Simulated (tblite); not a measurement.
# C6H9FS2Si: the cost of one run

The runs use tblite 0.8.0 and PySCF 2.14.0, with density-fitted response routines of our own; the level of theory stands in each step. All values are computed, except where a source is named. Atoms count from 0, in the outputs and in this text.

### Step 1. The molecule as given

19 atoms, charge 0, multiplicity 1; geometry from: force field or distance geometry start.

Bonds of the start (Å): C0–C1 1.50, C1–S2 1.45, C1–C3 1.48, C3–C4 1.51, C4–Si5 1.88, Si5–F6 1.67, Si5–C7 1.90, C7–C8 1.47, C8–S9 1.45, C8–C3 1.46, C0–H10 1.11, C0–H11 1.13, C0–H12 1.10, C3–H13 1.12, C4–H14 1.11, C4–H15 1.10, Si5–H16 1.46, C7–H17 1.12, C7–H18 1.09.

### Step 2. Relaxing the molecule with GFN2-xTB

Job settings and geometry (Å):

```
{"job": {"kind": "relax", "xc": "GFN2-xTB", "basis": "xTB"}, "charge": 0, "multiplicity": 1}
C      2.715500    -0.435100    -0.215700
C      1.556200    -0.203900     0.701100
S      1.890400     0.257900     2.030900
C      0.168300    -0.464200     0.243700
C     -0.088500     0.440800    -0.935700
Si    -1.919600     0.048100    -1.116400
F     -2.792300     1.280700    -1.823000
C     -2.199700    -0.087200     0.753700
C     -0.835500    -0.209000     1.278500
S     -0.532300    -0.067200     2.694400
H      3.605000     0.135000     0.138500
H      2.458000    -0.065400    -1.250800
H      2.947500    -1.507300    -0.238200
H      0.064700    -1.512600    -0.122800
H      0.047600     1.506400    -0.664300
H      0.484600     0.118800    -1.820000
H     -2.100500    -1.256600    -1.737000
H     -2.576700     0.924100     1.055600
H     -2.902400    -0.878700     1.020200
```

On the command line:

```console
> OMP_NUM_THREADS=1 python probes_run.py task.json out
```

This one command runs all jobs of the session in turn.

**Question.** How long does this first job take on 1 thread of Arm Neoverse N1, shared host, and how much memory does it need?

About 3 s, with a peak of 0.18 GiB.
